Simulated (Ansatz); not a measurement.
**C₂H₆AlFS: small, medium and large basis sets**

The task here is to estimate one member of a computed series from the others.

The runs use Ansatz 0.2.0, Gaussian basis; one geometry, several basis sets.

The runs, in order: PBE0-D4/def2-SVP; ωB97M-V/def2-SVP; PBE0-D4/def2-QZVPP; ωB97M-V/def2-QZVPP; the functionals' def2-TZVPP values are taken from earlier runs.

## The relaxed structure

The geometry comes from an earlier relaxation with PBE0-D4 in a triple-zeta def2 set; it is a stationary point, not always the lowest conformer.

SMILES `[CH3][AlH][CH](F)S`, 11 atoms, charge 0, spin multiplicity 1.

Atoms are counted from 1 here; the program's logs count them from 0.

Bond lengths: C1–Al2 1.951 Å, C1–H6 1.093 Å, C1–H7 1.095 Å, C1–H8 1.094 Å, Al2–C3 1.973 Å, Al2–H9 1.585 Å, C3–F4 1.370 Å, C3–S5 1.849 Å, C3–H10 1.095 Å, S5–H11 1.348 Å. Angles: Al2–C1–H6 112.8°, Al2–C1–H7 109.9°, Al2–C1–H8 111.9°, H6–C1–H7 107.1°, H6–C1–H8 108.1°, H7–C1–H8 106.6°, C1–Al2–C3 119.3°, C1–Al2–H9 125.4°, C3–Al2–H9 115.3°, Al2–C3–F4 126.9°, Al2–C3–S5 85.3°, Al2–C3–H10 115.9°, F4–C3–S5 111.8°, F4–C3–H10 109.0°, S5–C3–H10 102.4°, C3–S5–H11 96.2°.

The first run:

The input, in.yaml:

```yaml
crystal:
  periodic: [false, false, false]
  atoms:
    - {symbol: C, position_ang: [-1.127309, -0.535185, 1.230293]}
    - {symbol: Al, position_ang: [0.521712, 0.338653, 0.659813]}
    - {symbol: C, position_ang: [1.253268, -0.056827, -1.129540]}
    - {symbol: F, position_ang: [1.104050, -1.218327, -1.841291]}
    - {symbol: S, position_ang: [0.105383, 1.265526, -1.724330]}
    - {symbol: H, position_ang: [-1.568421, -1.158513, 0.447755]}
    - {symbol: H, position_ang: [-0.927029, -1.187059, 2.087354]}
    - {symbol: H, position_ang: [-1.881159, 0.187375, 1.555560]}
    - {symbol: H, position_ang: [1.383601, 1.336625, 1.539839]}
    - {symbol: H, position_ang: [2.236936, 0.370794, -1.349040]}
    - {symbol: H, position_ang: [-1.035633, 0.599939, -1.455813]}
basis:
  gaussian: {orbitals: def2-SVP}
hamiltonian: {xc: pbe0, dispersion: d4}
output: {orbitals: {seedname: orbitals}}
```

The run is started by

```console
$ ansatz run in.yaml --threads 4 --pin off --events-out ev --progress --plain --max-ram 10444MiB
```

Steps of the session up to this table: PBE0-D4 in def2-SVP; ωB97M-V in def2-SVP; PBE0-D4 in def2-QZVPP; ωB97M-V in def2-QZVPP.

One of the session's tables, all rows but one given; the rest of the session is left out.

It belongs to the step «Functionals by basis». 

```
functional       basis  HOMO (eV)
   PBE0-D4    def2-SVP      -7.21
   PBE0-D4  def2-TZVPP          ?
   PBE0-D4  def2-QZVPP      -7.29
   ωB97M-V    def2-SVP      -9.36
   ωB97M-V  def2-TZVPP      -9.44
   ωB97M-V  def2-QZVPP      -9.47
```

**Question.** Estimate the row for PBE0-D4, def2-TZVPP.

**Answer.** HOMO (eV): -7.26. In the column «HOMO (eV)» it lies between PBE0-D4, def2-QZVPP (-7.29) and PBE0-D4, def2-SVP (-7.21).
